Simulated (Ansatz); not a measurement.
# BH9SSi3: the cost of one run

Method: RHF/def2-SVP, in Ansatz 0.2.0.

**1. Starting point**

Bond lengths: B1–Si2 1.880 Å, Si2–Si3 2.200 Å, Si3–Si4 2.302 Å, Si4–S5 2.081 Å, B1–H6 1.201 Å, B1–H7 1.221 Å, Si2–H8 1.489 Å, Si2–H9 1.459 Å, Si3–H10 1.482 Å, Si3–H11 1.497 Å, Si4–H12 1.435 Å, Si4–H13 1.548 Å, S5–H14 1.453 Å. Angles (14 of 22 angles, heavy atoms first): B1–Si2–Si3 107.9°, Si2–Si3–Si4 110.7°, Si3–Si4–S5 110.2°, B1–Si2–H8 109.9°, B1–Si2–H9 109.4°, Si3–Si2–H8 108.1°, Si3–Si2–H9 108.4°, Si2–B1–H6 124.0°, Si2–B1–H7 121.1°, Si2–Si3–H10 111.4°, Si2–Si3–H11 110.9°, Si4–Si3–H10 107.0°, Si4–Si3–H11 108.7°, Si3–Si4–H12 108.2°.

Coordinates:

```xyz
14

B    -2.3019    0.7135   -0.5574
Si   -1.4106   -0.9052   -0.9035
Si    0.3355   -1.0138    0.4305
Si    1.7711    0.7425    0.0377
S     3.3962    0.6445    1.3342
H    -2.7746    1.0044    0.5073
H    -2.4499    1.5516   -1.4329
H    -0.9214   -0.9225   -2.3095
H    -2.2961   -2.0222   -0.5937
H     1.1063   -2.2610    0.2132
H    -0.0860   -0.9771    1.8664
H     2.1681    0.6966   -1.3402
H     0.8995    2.0015    0.2633
H     2.5506    0.7180    2.5133
```

**2. Relaxing end A**

Input file input.yaml:

```yaml
crystal:
  periodic: [false, false, false]
  atoms:
    - { symbol: B, position_ang: [-2.3019, 0.7135, -0.5574] }
    - { symbol: Si, position_ang: [-1.4106, -0.9052, -0.9035] }
    - { symbol: Si, position_ang: [0.3355, -1.0138, 0.4305] }
    - { symbol: Si, position_ang: [1.7711, 0.7425, 0.0377] }
    - { symbol: S, position_ang: [3.3962, 0.6445, 1.3342] }
    - { symbol: H, position_ang: [-2.7746, 1.0044, 0.5073] }
    - { symbol: H, position_ang: [-2.4499, 1.5516, -1.4329] }
    - { symbol: H, position_ang: [-0.9214, -0.9225, -2.3095] }
    - { symbol: H, position_ang: [-2.2961, -2.0222, -0.5937] }
    - { symbol: H, position_ang: [1.1063, -2.261, 0.2132] }
    - { symbol: H, position_ang: [-0.086, -0.9771, 1.8664] }
    - { symbol: H, position_ang: [2.1681, 0.6966, -1.3402] }
    - { symbol: H, position_ang: [0.8995, 2.0015, 0.2633] }
    - { symbol: H, position_ang: [2.5506, 0.718, 2.5133] }
basis:
  gaussian: { orbitals: def2-SVP }
hamiltonian:
  xc: hf
relax:
  f_tol: 0.015
  max_steps: 40
output:
  orbitals: {}
```

Started as:

```bash
> ansatz run input.yaml --threads 2 --pin off --max-ram 3072MiB --backend cpu --events-out ev --progress --plain --runs-dir out
```

Q: Estimate wall time and peak memory on 2 threads of Arm Neoverse V1, shared host.

About 62 s, with a peak of 0.31 GiB.
